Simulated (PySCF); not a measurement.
# TeH2: fields and orbitals, part 2 of 3

Aim: take TeH2 and localise its valence orbitals, measure its response to a uniform field, compute its lowest excited states, see where an electron leaves and enters and analyse its density (charges, bond critical points, surface potential).

PySCF 2.14.0; Gaussian basis, gas phase. The steps go on from the part before.

**5. Excited states (PBE0/def2-svpd)**

Contents of input.py:

```python
import numpy as np
from pyscf import gto, scf, dft, tdscf
from pyscf.scf import atom_ks, atom_hf
from scipy.linalg import block_diag

def solve(mol, dm0=None, hcore=None):
    mf = (dft.UKS if mol.spin else dft.RKS)(mol, xc='pbe0')
    mf.grids.level = 3
    mf = mf.density_fit(auxbasis='def2-universal-jkfit')
    mf.conv_tol, mf.max_cycle = 1e-8, 80
    if hcore is not None:
        mf.get_hcore = lambda *args: hcore
    mf.kernel(dm0)
    if not mf.converged:
        mf = mf.newton().run(mf.mo_coeff, mf.mo_occ, max_cycle=30)
    assert mf.converged, 'SCF not converged'
    return mf

mol = gto.M(atom='''
Te    -0.04378    -0.00004     0.00000
H      1.13954    -1.13721     0.00000
H      1.13713     1.13954     0.00000
''', basis='def2-svpd', ecp={'Te': 'def2-svpd'}, charge=0, spin=0, verbose=4)
mf = solve(mol)
td = mf.TDA()
td.nstates, td.singlet, td.conv_tol = 5, True, 1e-5
td.kernel()
td.analyze()
x, y = np.array([p[0] for p in td.xy]), np.array([p[1] + 0 * p[0] for p in td.xy])
f, mu = td.oscillator_strength(), td.transition_dipole()
nto = [td.get_nto(state=i + 1, verbose=4) for i in range(len(td.e))]
# spherically averaged free atoms, for the promolecule
atom_ks.AtomSphAverageRKS.init_guess_by_vsap = lambda self, mol=None: self.init_guess_by_minao(mol)  # core potentials
atm = atom_ks.get_atm_nrks(mol, xc='pbe0')
pro = block_diag(*[(atm[a[0]][2] * atm[a[0]][3]) @ atm[a[0]][2].T for a in mol._atom])
np.savez('result.npz', e=td.e, f=f, ok=td.converged, w=[n[0] for n in nto], nto=[n[1] for n in nto], x=x, y=y, c=mf.mo_coeff, occ=mf.mo_occ, eps=mf.mo_energy, pro=pro, mu=mu)
```

Launch:

```console
$ OMP_NUM_THREADS=1 python input.py
```

Standard output:

```text
[ENV] PYSCF_TMPDIR <dir>
[ENV] PYSCF_MAX_MEMORY 1650
[INPUT] verbose = 4
[INPUT] num. atoms = 3
[INPUT] num. electrons = 26
[INPUT] charge = 0
[INPUT] spin (= nelec alpha-beta = 2S) = 0
[INPUT] symmetry False subgroup None
[INPUT] Mole.unit = angstrom
[INPUT] Symbol           X                Y                Z      unit          X                Y                Z       unit  Magmom
[INPUT]  1 Te    -0.043780000000  -0.000040000000   0.000000000000 AA   -0.082732209733  -0.000075589045   0.000000000000 Bohr   0.0
[INPUT]  2 H      1.139540000000  -1.137210000000   0.000000000000 AA    2.153418507987  -2.149015446117   0.000000000000 Bohr   0.0
[INPUT]  3 H      1.137130000000   1.139540000000   0.000000000000 AA    2.148864268027   2.153418507987   0.000000000000 Bohr   0.0

nuclear repulsion = 15.7099079575855
number of shells = 21
number of NR pGTOs = 90
number of NR cGTOs = 51
basis = def2-svpd
ecp = {'Te': 'def2-svpd'}

******** <class 'pyscf.df.df_jk.DFRKS'> ********
method = DFRKS
initial guess = minao
damping factor = 0
level_shift factor = 0
DIIS = <class 'pyscf.scf.diis.CDIIS'>
diis_start_cycle = 1
diis_space = 8
diis_damp = 0
SCF conv_tol = 1e-08
SCF conv_tol_grad = None
SCF max_cycles = 80
direct_scf = False
XC library pyscf.dft.libxc version 7.0.0
    S. Lehtola, C. Steigemann, M. J.T. Oliveira, and M. A.L. Marques.,  SoftwareX 7, 1–5 (2018)
XC functionals = pbe0
    C. Adamo and V. Barone.,  J. Chem. Phys. 110, 6158 (1999)
    M. Ernzerhof and G. E. Scuseria.,  J. Chem. Phys. 110, 5029 (1999)
radial grids:
    Treutler-Ahlrichs [JCP 102, 346 (1995); DOI:10.1063/1.469408] (M4) radial grids

becke partition: Becke, JCP 88, 2547 (1988); DOI:10.1063/1.454033
pruning grids: <function nwchem_prune at 0x75345779b740>
grids dens level: 3
symmetrized grids: False
atomic radii adjust function: <function treutler_atomic_radii_adjust at 0x75345779bce0>
small_rho_cutoff = 0
Set gradient conv threshold to 0.0001
Initial guess from minao.
tot grids = 41576
******** <class 'pyscf.df.df.DF'> ********
auxbasis = def2-universal-jkfit
init E= -241.087993007643
  HOMO = -1.05226940728096  LUMO = -0.654261032100761  gap/eV = 10.83036
cycle= 1 E= -267.841810567628  delta_E= -26.8  |g|=  2.6  |ddm|= 8.97
  HOMO = -0.00636377638263763  LUMO = 0.0311402402078054  gap/eV = 1.02054
cycle= 2 E= -267.952718158627  delta_E= -0.111  |g|= 2.24  |ddm|= 8.33
  HOMO = -0.291246944071208  LUMO = -0.0770879970361058  gap/eV = 5.82756
cycle= 3 E= -269.180387305934  delta_E= -1.23  |g|= 0.251  |ddm|=  3.2
  HOMO = -0.23225531188104  LUMO = -0.0248813724901398  gap/eV = 5.64293
cycle= 4 E= -269.201476537077  delta_E= -0.0211  |g|= 0.113  |ddm|= 0.621
  HOMO = -0.23736275980511  LUMO = -0.0252670241940409  gap/eV = 5.77142
cycle= 5 E= -269.20721736555  delta_E= -0.00574  |g|= 0.0124  |ddm|= 0.162
  HOMO = -0.2409290383205  LUMO = -0.0274869866338046  gap/eV = 5.80805
cycle= 6 E= -269.207276654911  delta_E= -5.93e-05  |g|= 0.00118  |ddm|= 0.0231
  HOMO = -0.240738249278569  LUMO = -0.0274360114128092  gap/eV = 5.80425
cycle= 7 E= -269.207277212818  delta_E= -5.58e-07  |g|= 8.6e-05  |ddm|= 0.00246
  HOMO = -0.240705031966977  LUMO = -0.0273873955283799  gap/eV = 5.80467
cycle= 8 E= -269.207277216553  delta_E= -3.74e-09  |g|= 1.24e-05  |ddm|= 0.000229
  HOMO = -0.240700759585843  LUMO = -0.0273854357973242  gap/eV = 5.80461
Extra cycle  E= -269.20727721661  delta_E= -5.63e-11  |g|= 1.01e-05  |ddm|= 4.29e-05
converged SCF energy = -269.20727721661

******** <class 'pyscf.tdscf.rks.TDA'> for <class 'pyscf.df.df_jk.DFRKS'> ********
nstates = 5 singlet
deg_eia_thresh = 1.000e-03
wfnsym = None
conv_tol = 1e-05
eigh lindep = 1e-12
eigh level_shift = 0
eigh max_cycle = 100

Excitation energies (eV)
[4.23507988 5.05988701 6.48835586 6.5461015  6.94020505]

** Singlet excitation energies and oscillator strengths **
Excited State   1:      4.23508 eV    292.76 nm  f=0.0000
      13 -> 14        0.70630
Excited State   2:      5.05989 eV    245.03 nm  f=0.0511
      13 -> 15       -0.70607
Excited State   3:      6.48836 eV    191.09 nm  f=0.0000
      13 -> 16       -0.70625
Excited State   4:      6.54610 eV    189.40 nm  f=0.0000
      13 -> 17       -0.70008
Excited State   5:      6.94021 eV    178.65 nm  f=0.0015
      13 -> 18       -0.69989

** Transition electric dipole moments (AU) **
state          X           Y           Z        Dip. S.      Osc.
  1        -0.0000      0.0000      0.0001      0.0000      0.0000
  2        -0.0000      0.0000     -0.6418      0.4119      0.0511
  3         0.0000      0.0000     -0.0001      0.0000      0.0000
  4         0.0000      0.0000     -0.0150      0.0002      0.0000
  5         0.0926      0.0001     -0.0000      0.0086      0.0015

WARN: ECP detected. Skipping calculation of transition velocity and magnetic dipole moments, which have not yet been implemented.

State 1: 4.23508 eV  NTO largest component 0.9996086021087971
    occ-NTO: 1.000000 (MO #13)
    vir-NTO: 0.999061 (MO #14)
State 2: 5.05989 eV  NTO largest component 0.998856838445358
    occ-NTO: 0.999998 (MO #13)
    vir-NTO: 0.999101 (MO #15)
State 3: 6.48836 eV  NTO largest component 0.9998026218804886
    occ-NTO: 1.000000 (MO #13)
    vir-NTO: 0.998893 (MO #16)
State 4: 6.5461 eV  NTO largest component 0.9992127040882033
    occ-NTO: 1.000000 (MO #13)
    vir-NTO: 0.990454 (MO #17)
State 5: 6.94021 eV  NTO largest component 0.9826154016318362
    occ-NTO: 1.000000 (MO #13)
    vir-NTO: 0.998514 (MO #18)
Spherically averaged atomic KS for {'Te', 'H'}

******** <class 'pyscf.scf.atom_ks.AtomSphAverageRKS'> ********
method = AtomSphAverageRKS
initial guess = vsap
damping factor = 0
level_shift factor = 0
diis_start_cycle = 1
diis_space = 12
SCF conv_tol = 1e-09
SCF conv_tol_grad = None
SCF max_cycles = 50
direct_scf = True
direct_scf_tol = 1e-13
XC library pyscf.dft.libxc version 7.0.0
    S. Lehtola, C. Steigemann, M. J.T. Oliveira, and M. A.L. Marques.,  SoftwareX 7, 1–5 (2018)
XC functionals = pbe0
    C. Adamo and V. Barone.,  J. Chem. Phys. 110, 6158 (1999)
    M. Ernzerhof and G. E. Scuseria.,  J. Chem. Phys. 110, 5029 (1999)
radial grids:
    Treutler-Ahlrichs [JCP 102, 346 (1995); DOI:10.1063/1.469408] (M4) radial grids

becke partition: Becke, JCP 88, 2547 (1988); DOI:10.1063/1.454033
pruning grids: <function nwchem_prune at 0x75345779b740>
grids dens level: 3
symmetrized grids: False
atomic radii adjust function: <function treutler_atomic_radii_adjust at 0x75345779bce0>
User specified grid scheme (100, 434)
small_rho_cutoff = 0
Set gradient conv threshold to 3.16228e-05
tot grids = 22968
init E= -224.439141625557
cycle= 1 E= -251.412170668666  delta_E=  -27  |g|=    0  |ddm|= 7.58
cycle= 2 E= -251.824339203064  delta_E= -0.412  |g|=    0  |ddm|=  5.7
cycle= 3 E= -252.16795205082  delta_E= -0.344  |g|=    0  |ddm|= 2.33
cycle= 4 E= -252.188058613671  delta_E= -0.0201  |g|=    0  |ddm|= 1.12
cycle= 5 E= -252.198926182656  delta_E= -0.0109  |g|=    0  |ddm|= 0.512
cycle= 6 E= -252.199769399846  delta_E= -0.000843  |g|=    0  |ddm|= 0.216
cycle= 7 E= -252.200198683656  delta_E= -0.000429  |g|=    0  |ddm|= 0.105
cycle= 8 E= -252.200232555352  delta_E= -3.39e-05  |g|=    0  |ddm|= 0.0426
cycle= 9 E= -252.200249594192  delta_E= -1.7e-05  |g|=    0  |ddm|= 0.0212
cycle= 10 E= -252.200250947347  delta_E= -1.35e-06  |g|=    0  |ddm|= 0.00847
cycle= 11 E= -252.200251626441  delta_E= -6.79e-07  |g|=    0  |ddm|= 0.00423
cycle= 12 E= -252.200251680445  delta_E= -5.4e-08  |g|=    0  |ddm|= 0.00169
cycle= 13 E= -252.200251707535  delta_E= -2.71e-08  |g|=    0  |ddm|= 0.000845
cycle= 14 E= -252.200251709689  delta_E= -2.15e-09  |g|=    0  |ddm|= 0.000338
cycle= 15 E= -252.200251710872  delta_E= -1.18e-09  |g|=    0  |ddm|= 0.000106
cycle= 16 E= -252.200251710901  delta_E= -2.85e-11  |g|=    0  |ddm|= 1.36e-05
Extra cycle  E= -252.200251710903  delta_E= -2.56e-12  |g|=    0  |ddm|= 1.14e-05
Atomic HF for atom  Te  converged. SCF energy = -252.200251710903

******** <class 'pyscf.scf.atom_ks.AtomSphAverageRKS'> ********
method = AtomSphAverageRKS
initial guess = vsap
damping factor = 0
level_shift factor = 0
diis_start_cycle = 1
diis_space = 12
SCF conv_tol = 1e-09
SCF conv_tol_grad = None
SCF max_cycles = 50
direct_scf = True
direct_scf_tol = 1e-13
XC library pyscf.dft.libxc version 7.0.0
    S. Lehtola, C. Steigemann, M. J.T. Oliveira, and M. A.L. Marques.,  SoftwareX 7, 1–5 (2018)
XC functionals = pbe0
    C. Adamo and V. Barone.,  J. Chem. Phys. 110, 6158 (1999)
    M. Ernzerhof and G. E. Scuseria.,  J. Chem. Phys. 110, 5029 (1999)
radial grids:
    Treutler-Ahlrichs [JCP 102, 346 (1995); DOI:10.1063/1.469408] (M4) radial grids

becke partition: Becke, JCP 88, 2547 (1988); DOI:10.1063/1.454033
pruning grids: <function nwchem_prune at 0x75345779b740>
grids dens level: 3
symmetrized grids: False
atomic radii adjust function: <function treutler_atomic_radii_adjust at 0x75345779bce0>
User specified grid scheme (100, 434)
small_rho_cutoff = 0
Set gradient conv threshold to 3.16228e-05
tot grids = 26240
init E= 15.2893549045313
cycle= 1 E= 15.2758580037939  delta_E= -0.0135  |g|=    0  |ddm|= 0.28
cycle= 2 E= 15.2757809082917  delta_E= -7.71e-05  |g|=    0  |ddm|= 0.0211
cycle= 3 E= 15.2757806330794  delta_E= -2.75e-07  |g|=    0  |ddm|= 0.00126
cycle= 4 E= 15.275780632042  delta_E= -1.04e-09  |g|=    0  |ddm|= 7.73e-05
cycle= 5 E= 15.275780632039  delta_E= -3.05e-12  |g|=    0  |ddm|= 2.37e-06
Extra cycle  E= 15.2757806320381  delta_E= -8.56e-13  |g|=    0  |ddm|= 2.22e-06
Atomic HF for atom  H  converged. SCF energy = 15.2757806320381
```

It took 10 s on 1 thread of Intel Xeon 6975P-C (Granite Rapids), shared host; peak memory 0.24 GiB.

**6. What the saved matrices give**

TDA singlet states:

```tsv
state	energy (eV)	f	leading pair's weight
S1	4.24	0.000	1.00
S2	5.06	0.051	1.00
S3	6.49	0.000	1.00
S4	6.55	0.000	1.00
S5	6.94	0.002	0.98
```

Natural transition orbitals.

4.24 eV (293 nm), f = 0.000 (dark without spin–orbit coupling), spatially extended orbital; the leading pair carries 100 %; hole on Te1 (93 %), electron on Te1 (71 %) and H2 and H3 (15 % each); their centroids lie 0.0 Å apart. In canonical orbitals it is mainly HOMO → LUMO (100 %). The HOMO–LUMO gap is 5.80 eV.

Unrelaxed difference density.

0.74 e is displaced in all, of which about 0.2 e passes between atoms: Te1 (0.22 e) lose electrons and H2 and H3 (0.11 e each) gain them. The state: 4.24 eV (293 nm), f = 0.000 (dark without spin–orbit coupling), spatially extended orbital; the leading pair carries 100 %; hole on Te1 (93 %), electron on Te1 (71 %) and H2 and H3 (15 % each); their centroids lie 0.0 Å apart.

**7. Removing and adding an electron (HF/def2-svpd)**

Contents of input.py:

```python
import numpy as np
from pyscf import gto, scf, dft
from pyscf.scf import atom_ks, atom_hf
from scipy.linalg import block_diag

def solve(mol, dm0=None, hcore=None):
    mf = scf.UHF(mol) if mol.spin else scf.RHF(mol)
    mf = mf.density_fit(auxbasis='def2-universal-jkfit')
    mf.conv_tol, mf.max_cycle = 1e-8, 80
    if hcore is not None:
        mf.get_hcore = lambda *args: hcore
    mf.kernel(dm0)
    if not mf.converged:
        mf = mf.newton().run(mf.mo_coeff, mf.mo_occ, max_cycle=30)
    assert mf.converged, 'SCF not converged'
    return mf

mol = gto.M(atom='''
Te    -0.04378    -0.00004     0.00000
H      1.13954    -1.13721     0.00000
H      1.13713     1.13954     0.00000
''', basis='def2-svpd', ecp={'Te': 'def2-svpd'}, charge=0, spin=0, verbose=4)
mf = solve(mol)
out = dict(e0=mf.e_tot, dm0=mf.make_rdm1(), c=mf.mo_coeff, occ=mf.mo_occ, eps=mf.mo_energy)
for name, dq, spin in [('cation', 1, 1), ('anion', -1, 1)]:
    ion = mol.copy().set(charge=mol.charge + dq, spin=spin).build()
    mi = solve(ion)
    if spin and dq > 0 and mol.nao < 130:
        c, _, stable, _ = mi.stability(return_status=True)
        if not stable:
            mi = solve(ion, mi.make_rdm1(c, mi.mo_occ))
    print(name, 'vertical energy change / eV', (mi.e_tot - mf.e_tot) * 27.211386)
    out.update({'e_' + name: mi.e_tot, 'dm_' + name: mi.make_rdm1(), 's2_' + name: mi.spin_square()[0], 'eps_' + name: mi.mo_energy, 'occ_' + name: mi.mo_occ})
# spherically averaged free atoms, for the promolecule
atm = scf.atom_hf.get_atm_nrhf(mol)
pro = block_diag(*[(atm[a[0]][2] * atm[a[0]][3]) @ atm[a[0]][2].T for a in mol._atom])
np.savez('result.npz', pro=pro, **out)
```

Launch:

```console
$ OMP_NUM_THREADS=1 python input.py
```

Standard output:

```text
[ENV] PYSCF_TMPDIR <dir>
[ENV] PYSCF_MAX_MEMORY 1650
[INPUT] verbose = 4
[INPUT] num. atoms = 3
[INPUT] num. electrons = 26
[INPUT] charge = 0
[INPUT] spin (= nelec alpha-beta = 2S) = 0
[INPUT] symmetry False subgroup None
[INPUT] Mole.unit = angstrom
[INPUT] Symbol           X                Y                Z      unit          X                Y                Z       unit  Magmom
[INPUT]  1 Te    -0.043780000000  -0.000040000000   0.000000000000 AA   -0.082732209733  -0.000075589045   0.000000000000 Bohr   0.0
[INPUT]  2 H      1.139540000000  -1.137210000000   0.000000000000 AA    2.153418507987  -2.149015446117   0.000000000000 Bohr   0.0
[INPUT]  3 H      1.137130000000   1.139540000000   0.000000000000 AA    2.148864268027   2.153418507987   0.000000000000 Bohr   0.0

nuclear repulsion = 15.7099079575855
number of shells = 21
number of NR pGTOs = 90
number of NR cGTOs = 51
basis = def2-svpd
ecp = {'Te': 'def2-svpd'}

******** <class 'pyscf.df.df_jk.DFRHF'> ********
method = DFRHF
initial guess = minao
damping factor = 0
level_shift factor = 0
DIIS = <class 'pyscf.scf.diis.CDIIS'>
diis_start_cycle = 1
diis_space = 8
diis_damp = 0
SCF conv_tol = 1e-08
SCF conv_tol_grad = None
SCF max_cycles = 80
direct_scf = False
Set gradient conv threshold to 0.0001
[... 1 set-up line as earlier in the session ...]
******** <class 'pyscf.df.df.DF'> ********
auxbasis = def2-universal-jkfit
init E= -239.215336656726
[... the frontier-level lines of each cycle are left out ...]
cycle= 1 E= -267.304695991081  delta_E= -28.1  |g|= 1.94  |ddm|= 7.57
cycle= 2 E= -268.027572365028  delta_E= -0.723  |g|= 0.781  |ddm|= 5.45
cycle= 3 E= -268.139577200161  delta_E= -0.112  |g|= 0.047  |ddm|= 1.11
cycle= 4 E= -268.141045924905  delta_E= -0.00147  |g|= 0.0138  |ddm|= 0.119
cycle= 5 E= -268.14125027778  delta_E= -0.000204  |g|= 0.00328  |ddm|= 0.0471
cycle= 6 E= -268.141262210375  delta_E= -1.19e-05  |g|= 0.000868  |ddm|= 0.0104
cycle= 7 E= -268.141263072353  delta_E= -8.62e-07  |g|= 0.000109  |ddm|= 0.00311
cycle= 8 E= -268.141263084838  delta_E= -1.25e-08  |g|= 2.22e-05  |ddm|= 0.000369
cycle= 9 E= -268.141263085438  delta_E= -6e-10  |g|= 4.63e-06  |ddm|= 7.13e-05
Extra cycle  E= -268.141263085458  delta_E= -2.01e-11  |g|= 1.87e-06  |ddm|= 1.3e-05
converged SCF energy = -268.141263085458

******** <class 'pyscf.df.df_jk.DFUHF'> ********
method = DFUHF
initial guess = minao
damping factor = 0
level_shift factor = 0
DIIS = <class 'pyscf.scf.diis.CDIIS'>
diis_start_cycle = 1
diis_space = 8
diis_damp = 0
SCF conv_tol = 1e-08
SCF conv_tol_grad = None
SCF max_cycles = 80
direct_scf = False
number electrons alpha = 13  beta = 12
Set gradient conv threshold to 0.0001
******** <class 'pyscf.df.df.DF'> ********
auxbasis = def2-universal-jkfit
init E= -239.215336656726


cycle= 1 E= -267.291247631521  delta_E= -28.1  |g|= 1.21  |ddm|= 5.34
cycle= 2 E= -267.80528999323  delta_E= -0.514  |g|= 0.368  |ddm|= 3.47
cycle= 3 E= -267.844128284518  delta_E= -0.0388  |g|= 0.0241  |ddm|= 0.594
cycle= 4 E= -267.844912100351  delta_E= -0.000784  |g|= 0.00873  |ddm|= 0.0504
cycle= 5 E= -267.845067140439  delta_E= -0.000155  |g|= 0.00261  |ddm|= 0.0269
cycle= 6 E= -267.845086566785  delta_E= -1.94e-05  |g|= 0.00133  |ddm|= 0.00929
cycle= 7 E= -267.845094106458  delta_E= -7.54e-06  |g|= 0.000588  |ddm|= 0.00665
cycle= 8 E= -267.845095814447  delta_E= -1.71e-06  |g|= 0.00014  |ddm|= 0.00435
cycle= 9 E= -267.845095879916  delta_E= -6.55e-08  |g|= 2.84e-05  |ddm|= 0.000858
cycle= 10 E= -267.845095881893  delta_E= -1.98e-09  |g|= 5.17e-06  |ddm|= 0.000138
Extra cycle  E= -267.845095881939  delta_E= -4.54e-11  |g|= 2.56e-06  |ddm|= 1.34e-05
converged SCF energy = -267.845095881939  <S^2> = 0.76371343  2S+1 = 2.0136667
uhf_internal: lowest eigs of H = [0.23463503 0.28157466 0.32048586]
<class 'pyscf.df.df_jk.DFUHF'> wavefunction is stable in the internal stability analysis
cation vertical energy change / eV 8.059120095512053

******** <class 'pyscf.df.df_jk.DFUHF'> ********
method = DFUHF
initial guess = minao
damping factor = 0
level_shift factor = 0
DIIS = <class 'pyscf.scf.diis.CDIIS'>
diis_start_cycle = 1
diis_space = 8
diis_damp = 0
SCF conv_tol = 1e-08
SCF conv_tol_grad = None
SCF max_cycles = 80
direct_scf = False
number electrons alpha = 14  beta = 13
Set gradient conv threshold to 0.0001
******** <class 'pyscf.df.df.DF'> ********
auxbasis = def2-universal-jkfit
init E= -239.215336656726


cycle= 1 E= -267.048084375802  delta_E= -27.8  |g|= 1.44  |ddm|= 5.41
cycle= 2 E= -267.65041479686  delta_E= -0.602  |g|= 0.824  |ddm|= 4.69
cycle= 3 E= -268.071810105365  delta_E= -0.421  |g|= 0.0932  |ddm|= 2.02
cycle= 4 E= -268.081668205314  delta_E= -0.00986  |g|= 0.0217  |ddm|= 0.295
cycle= 5 E= -268.082980909734  delta_E= -0.00131  |g|= 0.00971  |ddm|= 0.153
cycle= 6 E= -268.083275383023  delta_E= -0.000294  |g|= 0.00502  |ddm|= 0.0795
cycle= 7 E= -268.083359579875  delta_E= -8.42e-05  |g|= 0.00231  |ddm|= 0.0462
cycle= 8 E= -268.083379578515  delta_E= -2e-05  |g|= 0.000945  |ddm|= 0.0152
cycle= 9 E= -268.083383469903  delta_E= -3.89e-06  |g|= 0.000291  |ddm|= 0.00676
cycle= 10 E= -268.083384178076  delta_E= -7.08e-07  |g|= 0.000203  |ddm|= 0.00346
cycle= 11 E= -268.083384652562  delta_E= -4.74e-07  |g|= 0.000162  |ddm|= 0.0033
cycle= 12 E= -268.083385279114  delta_E= -6.27e-07  |g|= 0.000117  |ddm|= 0.00576
cycle= 13 E= -268.083385841814  delta_E= -5.63e-07  |g|= 3.3e-05  |ddm|= 0.0102
cycle= 14 E= -268.083385871904  delta_E= -3.01e-08  |g|= 1.06e-05  |ddm|= 0.00232
cycle= 15 E= -268.083385873721  delta_E= -1.82e-09  |g|= 4.15e-06  |ddm|= 0.000581
Extra cycle  E= -268.083385873818  delta_E= -9.74e-11  |g|= 3.39e-06  |ddm|= 4.44e-05
converged SCF energy = -268.083385873818  <S^2> = 0.75797684  2S+1 = 2.007961
anion vertical energy change / eV 1.5749191465444983
Spherically averaged atomic HF for {'H', 'Te'}

******** <class 'pyscf.scf.atom_hf.AtomSphAverageRHF'> ********
method = AtomSphAverageRHF
initial guess = minao
damping factor = 0
level_shift factor = 0
DIIS = <class 'pyscf.scf.diis.CDIIS'>
diis_start_cycle = 1
diis_space = 8
diis_damp = 0
SCF conv_tol = 1e-09
SCF conv_tol_grad = None
SCF max_cycles = 50
direct_scf = True
direct_scf_tol = 1e-13
atom = Te
Set gradient conv threshold to 3.16228e-05
init E= -238.288510907566
cycle= 1 E= -266.221235030744  delta_E= -27.9  |g|=    0  |ddm|= 6.78
cycle= 2 E= -266.706934135173  delta_E= -0.486  |g|=    0  |ddm|= 3.71
cycle= 3 E= -266.758905429188  delta_E= -0.052  |g|=    0  |ddm|= 0.674
cycle= 4 E= -266.759255256928  delta_E= -0.00035  |g|=    0  |ddm|= 0.0994
cycle= 5 E= -266.759270762693  delta_E= -1.55e-05  |g|=    0  |ddm|= 0.0215
cycle= 6 E= -266.759270897033  delta_E= -1.34e-07  |g|=    0  |ddm|= 0.00296
cycle= 7 E= -266.759270897372  delta_E= -3.39e-10  |g|=    0  |ddm|= 0.000125
Extra cycle  E= -266.759270897375  delta_E= -3.07e-12  |g|=    0  |ddm|= 8.43e-06
Atomic HF for atom  Te  converged. SCF energy = -266.759270897375

******** 1 electron system ********
Atomic HF for atom  H  converged. SCF energy = -0.499278405714347
```

Wall time 1.5 s (1 thread of Intel Xeon 6975P-C (Granite Rapids), shared host); peak memory 0.2 GiB.

**8. Analysis of result.npz**

Fukui function at fixed geometry.

f⁻ (Hirshfeld-condensed), largest first: Te1 (0.83) and H2 and H3 (0.09 each); the vertical ionisation energy is 8.06 eV. Orbital relaxation makes it negative in places (0.10 e in all).

```
atom     f⁻  charge
 Te1  +0.83   +0.01
  H2  +0.09    0.00
  H3  +0.09    0.00
```

(Continued in part 3 of 3.)
